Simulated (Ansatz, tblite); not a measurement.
# BTBT (C14H8S2): rung by rung

An exercise on one series of results from a longer session: the logs are not shown, and one member is left open.

The runs use Ansatz 0.2.0, Gaussian basis; as each input shows.

The runs, in order: GFN1-xTB, GFN2-xTB, PBE-D4/def2-TZVP, r2SCAN-D4/def2-TZVP, PBE-D4/def2-SVP, PBE0-D4/def2-SVP, HF/STO-3G, HF/6-31G, B3LYP-D4/6-31G, MP2/def2-SVP, RPA/def2-SVP.

4 further runs of the same task are left out: 4 that didn't finish. Runs told in other sessions of the task aren't counted.

### The structure

The singlet was relaxed beforehand with PBE-D4/def2-SVP.

SMILES `c1ccc2c(c1)sc1c3ccccc3sc21`, 24 atoms, charge 0, spin multiplicity 1.

Bond lengths: C1–C2 1.413 Å, C1–C6 1.400 Å, C1–H17 1.100 Å, C2–C3 1.397 Å, C2–H18 1.100 Å, C3–C4 1.413 Å, C3–H19 1.101 Å, C4–C5 1.432 Å, C4–C16 1.435 Å, C5–C6 1.404 Å, C5–S7 1.764 Å, C6–H20 1.100 Å, S7–C8 1.751 Å, C8–C9 1.435 Å, C8–C16 1.394 Å, C9–C10 1.413 Å, C9–C14 1.432 Å, C10–C11 1.397 Å and more. Angles: C2–C1–C6 120.9°, C2–C1–H17 119.8°, C6–C1–H17 119.3°, C1–C2–C3 120.8°, C1–C2–H18 119.6°, C3–C2–H18 119.6°, C2–C3–C4 119.5°, C2–C3–H19 120.8°, C4–C3–H19 119.7°, C3–C4–C5 119.0°, C3–C4–C16 130.9°, C5–C4–C16 110.0°, C4–C5–C6 121.3°, C4–C5–S7 112.7°, C6–C5–S7 126.0°, C1–C6–C5 118.5°, C1–C6–H20 120.8°, C5–C6–H20 120.7° and more.

PBE0-D4/def2-TZVP was run before; its log isn't repeated, and its numbers join the tables.

The first run:

Tight binding, by tblite at 300 K electronic temperature and without a spin-polarisation term:

```python
tblite.interface.Calculator('GFN1-xTB', numbers, positions, charge=0, uhf=0).singlepoint()
```

Tight binding, by tblite at 300 K electronic temperature and without a spin-polarisation term:

```python
tblite.interface.Calculator('GFN2-xTB', numbers, positions, charge=0, uhf=0).singlepoint()
```

start.molden holds the orbitals of an earlier run on this state, given as this run's starting guess.

Contents of in.yaml:

```yaml
crystal:
  periodic: [false, false, false]
  atoms:
    - {symbol: C, position_ang: [-4.306971, 1.066305, 0.657358]}
    - {symbol: C, position_ang: [-4.225271, 0.254162, -0.495957]}
    - {symbol: C, position_ang: [-2.993888, -0.230598, -0.942530]}
    - {symbol: C, position_ang: [-1.817752, 0.096187, -0.231695]}
    - {symbol: C, position_ang: [-1.917495, 0.920435, 0.934975]}
    - {symbol: C, position_ang: [-3.157089, 1.405491, 1.380652]}
    - {symbol: S, position_ang: [-0.352351, 1.223079, 1.690386]}
    - {symbol: C, position_ang: [0.448018, 0.259837, 0.466322]}
    - {symbol: C, position_ang: [1.817685, -0.096640, 0.231994]}
    - {symbol: C, position_ang: [2.993848, 0.230428, 0.942640]}
    - {symbol: C, position_ang: [4.225331, -0.253758, 0.495683]}
    - {symbol: C, position_ang: [4.307034, -1.065945, -0.657590]}
    - {symbol: C, position_ang: [3.157110, -1.405417, -1.380702]}
    - {symbol: C, position_ang: [1.917462, -0.920724, -0.934790]}
    - {symbol: S, position_ang: [0.352297, -1.223630, -1.690022]}
    - {symbol: C, position_ang: [-0.448111, -0.260489, -0.465892]}
    - {symbol: H, position_ang: [-5.285572, 1.439262, 0.994967]}
    - {symbol: H, position_ang: [-5.142360, 0.000724, -1.048450]}
    - {symbol: H, position_ang: [-2.930247, -0.863405, -1.840676]}
    - {symbol: H, position_ang: [-3.222285, 2.038001, 2.278179]}
    - {symbol: H, position_ang: [2.930168, 0.863028, 1.840930]}
    - {symbol: H, position_ang: [5.142457, 0.000184, 1.047890]}
    - {symbol: H, position_ang: [5.285632, -1.438813, -0.995318]}
    - {symbol: H, position_ang: [3.222371, -2.037724, -2.278367]}
basis:
  gaussian: {orbitals: def2-TZVP, initial_orbitals: start.molden}
hamiltonian: {xc: pbe, dispersion: d4}
scf: {omitted_lower_state_checks: [starts]}
output: {orbitals: {seedname: orbitals}}
```

The run is started by

```bash
> ansatz run in.yaml --threads 4 --pin off --events-out ev --progress --plain --max-ram 6963MiB
```

Among the steps run: PBE-D4/def2-TZVP; r2SCAN-D4/def2-TZVP; PBE-D4/def2-SVP; PBE0-D4/def2-SVP; HF/STO-3G; HF/6-31G; B3LYP-D4/6-31G; MP2/def2-SVP; RPA/def2-SVP.

One table of the session follows, with a row left open; its other results are not shown here.

It belongs to the step «Binding energy». 

| level | binding an atom (eV) |
| --- | --- |
| HF/STO-3G | ? |
| HF/6-31G | 3.580 |
| HF/def2-SVP | 3.939 |
| PBE-D4/def2-SVP | 5.681 |
| PBE-D4/def2-TZVP | 5.602 |
| r2SCAN-D4/def2-TZVP | 5.402 |
| B3LYP-D4/6-31G | 5.169 |
| PBE0-D4/def2-SVP | 5.546 |
| PBE0-D4/def2-TZVP | 5.467 |
| MP2/def2-SVP | 5.304 |

Estimate the missing values for HF/STO-3G.

**Answer.** binding an atom (eV): 4.468. In the column «binding an atom (eV)» it lies between HF/def2-SVP (3.939) and B3LYP-D4/6-31G (5.169).

To keep in mind: Free atoms were run apart at each level; binding is atoms less cluster, divided by the number of atoms, without zero-point or spin-orbit terms.
